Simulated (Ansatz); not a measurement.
# PbS (Fm-3m): all-electron equation of state from a Python script

A script is to give an all-electron equation of state; the system is PbS (Fm-3m).

The COD entry's cell or inner coordinates are ideal or old and differ from later refinements, so a difference from it is no clean test against experiment.

Program: the Python package of Ansatz 0.2.0. Level of theory: DFT PBE, all-electron LAPW. These are calculated values, not measurements.

**1. The system**

It takes space group Fm-3m (No. 225, cubic). The conventional cell has a = 5.931 Å, b = 5.931 Å, c = 5.931 Å, α = 90.00°, β = 90.00°, γ = 90.00°. Around Pb (site symmetry m-3m) lie 6 S at 2.97 Å. Around S (site symmetry m-3m) lie 6 Pb at 2.97 Å.

The script holds or builds the structure itself.

**2. Script**

File pbs.py:

```python
"""E(V) of PbS on LAPW."""

import warnings

import ansatz as az
from ase.eos import EquationOfState
from ase.units import GPa
import numpy as np

vectors0 = np.array([
    [0.0, 2.96575, 2.96575],
    [2.96575, 0.0, 2.96575],
    [2.96575, 2.96575, 0.0],
])
sites = [
    ("Pb", (0.0, 0.0, 0.0)),
    ("S", (0.5, 0.5, 0.5)),
]


def crystal_on(cell):
    crystal = az.Crystal(lattice=az.Lattice.of(cell))
    for symbol, position in sites:
        crystal = crystal.atom(symbol, position)
    return crystal

warnings.simplefilter("ignore", az.DeckWarning)

volumes, energies = [], []
for scale in np.linspace(0.94, 1.06, 7):
    cell = vectors0 * scale ** (1 / 3)
    job = (
        crystal_on(cell).calculation()
        .mixing("msr1")
        .occupations(az.OccupationsMethod.FIXED)
        .functional("pbe")
        .kpoints(6, 6, 6)
        .pseudopotentials("all_electron", lapw=True)
    )
    r = job.run().report
    volumes.append(abs(np.linalg.det(cell)) / len(sites))
    energies.append(r["free_energy_ev"] / len(sites))
    print(f"{scale:.3f} {volumes[-1]:9.4f} A^3/atom {energies[-1]:16.5f} eV/atom  (estimated basis error {1000 * r['lapw_basis_errors']['total_ev_per_atom']:.2f} meV/atom)")
v0, e0, bulk = EquationOfState(volumes, energies, eos="birchmurnaghan").fit()
print(f"V0 = {v0:.4f} A^3/atom, B0 = {bulk / GPa:.1f} GPa")
```

**3. The calls as engine input**

The package turns the script's settings into the engine's input (first run):

```yaml
crystal:
  lattice:
    - [0.0, 2.9052075019231762, 2.9052075019231762]
    - [2.9052075019231762, 0.0, 2.9052075019231762]
    - [2.9052075019231762, 2.9052075019231762, 0.0]
  atoms:
    - { symbol: Pb, position: [0.0, 0.0, 0.0] }
    - { symbol: S, position: [0.5, 0.5, 0.5] }
kpoints:
  mp_grid:
    grid: [6, 6, 6]
hamiltonian:
  xc: pbe
  pseudopotentials:
    kind: all_electron
    lapw: {}
scf:
  mixing:
    algorithm: msr1
  occupations:
    method: fixed
```

**4. The run**

Command:

```sh
python pbs.py
```

**Question.** Estimate the equilibrium volume and the bulk modulus.

**Answer**, as computed:

```
                      quantity           value
                 runs compared               7
               range of energy  48.76 meV/atom
lowest point, volume (Å³/atom)          27.129
      equilibrium volume (fit)   27.11 Å³/atom
            bulk modulus (fit)          53 GPa
```

In words: A third-order Birch-Murnaghan fit through the 7 points has its minimum at 27.11 Å³ an atom, 3.9 % above the typed cell, with a bulk modulus of 53 GPa and dB/dP = 4.3. From that minimum the energy rises by 48.8 meV an atom on the compressed side and 1.7 meV on the expanded side. The window is off centre, so dB/dP is rough. Of the deposited cell: the entry's cell lengths or inner coordinates differ somewhat from later room-temperature determinations. Spin-orbit coupling, which matters for elements this heavy, is left out.
